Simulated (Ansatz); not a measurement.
# Cl₂FH₂NSn: up Jacob's ladder to CCSD(T)

The task here is to estimate one member of a computed series from the others.

Program: Ansatz 0.2.0, Gaussian basis. Level of theory: functionals in def2-TZVPP, the program's frozen cores in correlated methods. These are calculated values, not measurements.

Levels to be run: LDA (SPW92), PBE-D4, revPBE-D4, BLYP-D4, r2SCAN-D4, B97M-V, PBE0-D4, B3LYP-D4, r2SCANh-D4, r2SCAN0-D4, HSE06-D4, BHLYP-D4, CAM-B3LYP-D4, LC-ωPBE, ωB97X-V, ωB97M-V, B2PLYP, PBE-QIDH; CCSD(T)/def2-SVP; CCSD(T)/def2-TZVPP; MP2/def2-QZVPP; extrapolation to the limit; RPA on PBE.

## Structure used throughout

An earlier PBE0-D4 in a triple-zeta def2 set relaxation fixed the geometry. Sn takes the def2 core potential; no spin-orbit term is included.

SMILES `[NH2][Sn]([F])([Cl])[Cl]`, 7 atoms, charge 0, spin multiplicity 1.

Atoms are counted from 1 here; the program's logs count them from 0.

Bond lengths: N1–Sn2 1.989 Å, N1–H6 1.013 Å, N1–H7 1.013 Å, Sn2–F3 1.897 Å, Sn2–Cl4 2.295 Å, Sn2–Cl5 2.295 Å. Angles: Sn2–N1–H6 112.4°, Sn2–N1–H7 112.4°, H6–N1–H7 108.7°, N1–Sn2–F3 109.3°, N1–Sn2–Cl4 112.4°, N1–Sn2–Cl5 112.6°, F3–Sn2–Cl4 104.9°, F3–Sn2–Cl5 104.8°, Cl4–Sn2–Cl5 112.2°.

Coordinates:

```csv
atom,x (Å),y (Å),z (Å)
N1,-0.3427,0.6209,1.1623
Sn2,0.2883,-0.4047,-0.4207
F3,1.5737,-1.6842,0.1344
Cl4,-1.3875,-1.6361,-1.3908
Cl5,1.3920,0.9108,-1.9432
H6,-1.3383,0.5178,1.3166
H7,-0.1243,1.6076,1.0957
```

The first run:

Contents of in.yaml:

```yaml
crystal:
  periodic: [false, false, false]
  atoms:
    - {symbol: N, position_ang: [-0.342702, 0.620896, 1.162296]}
    - {symbol: Sn, position_ang: [0.288305, -0.404703, -0.420699]}
    - {symbol: F, position_ang: [1.573711, -1.684235, 0.134362]}
    - {symbol: Cl, position_ang: [-1.387498, -1.636130, -1.390763]}
    - {symbol: Cl, position_ang: [1.392041, 0.910829, -1.943233]}
    - {symbol: H, position_ang: [-1.338324, 0.517757, 1.316624]}
    - {symbol: H, position_ang: [-0.124333, 1.607586, 1.095713]}
basis:
  gaussian: {orbitals: def2-TZVPP}
hamiltonian: {xc: lda}
output: {orbitals: {seedname: orbitals}}
```

Run with:

```console
> ansatz run in.yaml --threads 4 --pin off --events-out ev --progress --plain --max-ram 10444MiB
```

Steps of the session up to this table: LDA; PBE-D4 (GGA); revPBE-D4 (GGA); BLYP-D4 (GGA); r2SCAN-D4 (meta-GGA); B97M-V (meta-GGA); B3LYP-D4 (hybrid); r2SCANh-D4 (hybrid); r2SCAN0-D4 (hybrid); HSE06-D4 (hybrid); BHLYP-D4 (hybrid); CAM-B3LYP-D4 (range-separated); LC-ωPBE (range-separated); ωB97X-V (range-separated); ωB97M-V (range-separated); B2PLYP (double hybrid); PBE-QIDH (double hybrid).

One of the session's tables, all rows but one given; the rest of the session is left out.

It belongs to the step «Frontier levels by functional». 

| functional | HOMO (eV) | LUMO (eV) | gap (eV) |
| --- | --- | --- | --- |
| LDA (SPW92) | -7.42 | -3.63 | 3.79 |
| PBE-D4 | ? | ? | ? |
| revPBE-D4 | -7.16 | -3.17 | 3.99 |
| BLYP-D4 | -7.09 | -3.25 | 3.84 |
| r2SCAN-D4 | -7.58 | -3.08 | 4.50 |
| B97M-V | -7.63 | -3.01 | 4.62 |
| PBE0-D4 | -8.70 | -2.35 | 6.35 |
| B3LYP-D4 | -8.43 | -2.68 | 5.76 |
| r2SCANh-D4 | -8.13 | -2.74 | 5.38 |
| r2SCAN0-D4 | -8.95 | -2.23 | 6.72 |
| HSE06-D4 | -8.30 | -2.72 | 5.57 |
| BHLYP-D4 | -10.06 | -1.37 | 8.69 |
| CAM-B3LYP-D4 | -10.12 | -1.35 | 8.77 |
| LC-ωPBE | -11.55 | -0.04 | 11.51 |
| ωB97X-V | -11.15 | -0.18 | 10.98 |
| ωB97M-V | -11.03 | -0.30 | 10.73 |

Estimate the missing values for PBE-D4.

The run gave: HOMO (eV): -7.23; LUMO (eV): -3.29; gap (eV): 3.94. In the column «HOMO (eV)» it lies between LDA (SPW92) (-7.42) and revPBE-D4 (-7.16).
